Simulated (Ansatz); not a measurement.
# AlFH₃PSi: a ladder of functionals and wavefunction methods

Aim: compute AlFH₃PSi with functionals from several rungs and with coupled cluster. The yardstick is the atomisation energy at the CCSD(T) limit.

Method: functionals in def2-TZVPP, the program's frozen cores in correlated methods; program: Ansatz 0.2.0, Gaussian basis.

Levels to be run: LDA (SPW92), PBE-D4, revPBE-D4, BLYP-D4, r2SCAN-D4, B97M-V, PBE0-D4, B3LYP-D4, r2SCANh-D4, r2SCAN0-D4, HSE06-D4, BHLYP-D4, CAM-B3LYP-D4, LC-ωPBE, ωB97X-V, ωB97M-V, B2PLYP, PBE-QIDH; CCSD(T)/def2-SVP; CCSD(T)/def2-TZVPP; MP2/def2-QZVPP; extrapolation to the limit; RPA on PBE.

## Step 1: The geometry

An earlier PBE0-D4 in a triple-zeta def2 set relaxation fixed the geometry.

7 atoms, charge 0, spin multiplicity 1.

Atoms are counted from 1 here; the program's logs count them from 0.

Bond lengths: F1–Al2 1.642 Å, Al2–Si3 2.324 Å, Al2–P4 2.292 Å, Si3–P4 2.363 Å, Si3–H5 1.486 Å, Si3–H6 1.487 Å, P4–H7 1.445 Å. Angles: F1–Al2–Si3 156.3°, F1–Al2–P4 141.5°, Si3–Al2–P4 61.6°, Al2–Si3–P4 58.5°, Al2–Si3–H5 132.0°, Al2–Si3–H6 116.9°, P4–Si3–H5 116.3°, P4–Si3–H6 107.2°, H5–Si3–H6 110.1°, Al2–P4–Si3 59.9°, Al2–P4–H7 74.1°, Si3–P4–H7 87.8°.

## Step 2: LDA

This LDA is Slater exchange with PW92 correlation.

Input file in.yaml:

```yaml
crystal:
  periodic: [false, false, false]
  atoms:
    - {symbol: F, position_ang: [-0.519512, -2.899859, 0.491723]}
    - {symbol: Al, position_ang: [-0.387475, -1.278530, 0.271231]}
    - {symbol: Si, position_ang: [0.546990, 0.834394, 0.521844]}
    - {symbol: P, position_ang: [-1.163515, 0.420995, -1.055600]}
    - {symbol: H, position_ang: [1.799262, 1.436278, -0.006339]}
    - {symbol: H, position_ang: [-0.030945, 1.703030, 1.580695]}
    - {symbol: H, position_ang: [-0.183607, -0.284307, -1.849155]}
basis:
  gaussian: {orbitals: def2-TZVPP}
hamiltonian: {xc: lda}
output: {orbitals: {seedname: orbitals}}
```

Command:

```
$ ansatz run in.yaml --threads 2 --pin off --events-out ev --progress --plain --max-ram 4352MiB
```

After this run come: PBE-D4 (GGA); revPBE-D4 (GGA); BLYP-D4 (GGA); r2SCAN-D4 (meta-GGA); B97M-V (meta-GGA); B3LYP-D4 (hybrid); r2SCANh-D4 (hybrid); r2SCAN0-D4 (hybrid); HSE06-D4 (hybrid); BHLYP-D4 (hybrid); CAM-B3LYP-D4 (range-separated); LC-ωPBE (range-separated); ωB97X-V (range-separated); ωB97M-V (range-separated); B2PLYP (double hybrid); PBE-QIDH (double hybrid); CCSD(T) in def2-SVP; CCSD(T) in def2-TZVPP; MP2 in def2-QZVPP; RPA on PBE orbitals.

Before running them: what should the planned runs give, taken together? Wanted: atomisation energy, CCSD(T)/CBS; farthest beyond LDA; mean size of error, GGA; mean size of error, meta-GGA; mean size of error, hybrid; mean size of error, range-separated; mean size of error, double hybrid; gap, smallest and largest; T1 diagnostic.

The runs gave:

```
                               quantity                                     value
        atomisation energy, CCSD(T)/CBS                             2077.7 kJ/mol
 functionals within 10.4 kJ/mol (0.5 %)                       r2SCANh-D4, ωB97M-V
                    farthest beyond LDA                   BHLYP-D4 (-77.1 kJ/mol)
                mean size of error, GGA                               24.7 kJ/mol
           mean size of error, meta-GGA                               28.3 kJ/mol
             mean size of error, hybrid                               30.2 kJ/mol
    mean size of error, range-separated                               18.5 kJ/mol
      mean size of error, double hybrid                               40.8 kJ/mol
              gap, smallest and largest  2.73 eV (LDA (SPW92)), 8.95 eV (LC-ωPBE)
                          T1 diagnostic                                    0.0156
triples share of the correlation energy                                     4.0 %
```

What this shows: The LDA atomisation energy is off by 289.1 kJ/mol (14 %): it overbinds. PBE-D4 is off by +15.2 kJ/mol. Double hybrids carry the basis error of their MP2 part in triple zeta, and no dispersion term here, so their miss is partly the set-up's. By mean error the best rung here is range-separated (18.5 kJ/mol) and the worst beyond LDA is double hybrid (40.8 kJ/mol). The gap between the best rungs is small, so their order is not settled. Misses under about 10.4 kJ/mol are within the doubt on the reference itself, which lacks core-valence correlation, relativity and higher excitations. Hartree-Fock recovers 69 % of the binding; the rest is correlation. CCSD(T) in def2-SVP is off by -203.5 kJ/mol, which most functionals beat. Orbital gaps span 2.7 to 9.0 eV; exact exchange widens them.
